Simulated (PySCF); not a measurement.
# C6H5Se: the cost of one run

The runs use PySCF 2.14.0, with density-fitted response routines of our own; the level of theory stands in each step. All values are computed, except where a source is named. Atoms are numbered from 0 throughout.

## Step 1: Starting geometry

12 atoms, charge -1, multiplicity 1; geometry from: GFN2-xTB. The atoms were then displaced at random by about 0.01 Å, so the start is not that level's minimum.

Bonds of the start (Å): Se0–C1 1.91, C1–C2 1.40, C2–C3 1.33, C3–C4 1.41, C4–C5 1.38, C5–C6 1.39, C6–C1 1.38, C2–H7 1.10, C3–H8 1.11, C4–H9 1.08, C5–H10 1.09, C6–H11 1.08.

## Step 2: Optimising the geometry at PBE0-D3(BJ)/def2-SVP

What the job is given:

```
{"job": {"xc": "PBE0", "basis": "def2-SVP", "d3": "d3bj", "grid": 1, "shake": 0.01, "kind": "geom"}, "charge": -1, "multiplicity": 1}
Se     3.216240     0.259710     0.065030
C      1.317230     0.113160     0.021470
C      0.492500     1.246360    -0.021240
C     -0.827790     1.125980    -0.043200
C     -1.456370    -0.136150    -0.040980
C     -0.653810    -1.253590     0.003130
C      0.733920    -1.140740     0.032770
H      0.991490     2.230760    -0.024590
H     -1.483830     2.017720    -0.048750
H     -2.535360    -0.228400    -0.041510
H     -1.113110    -2.246080     0.021770
H      1.358580    -2.016990     0.067070
```

The run is started by

```sh
$ OMP_NUM_THREADS=1 python probes_run.py task.json out
```

One launch serves the whole session: the jobs run in the order shown.

Q: Estimate the wall time and peak memory of this first job on 1 thread of AMD EPYC 7B13, shared host.

About 45 s, with a peak of 0.56 GiB.
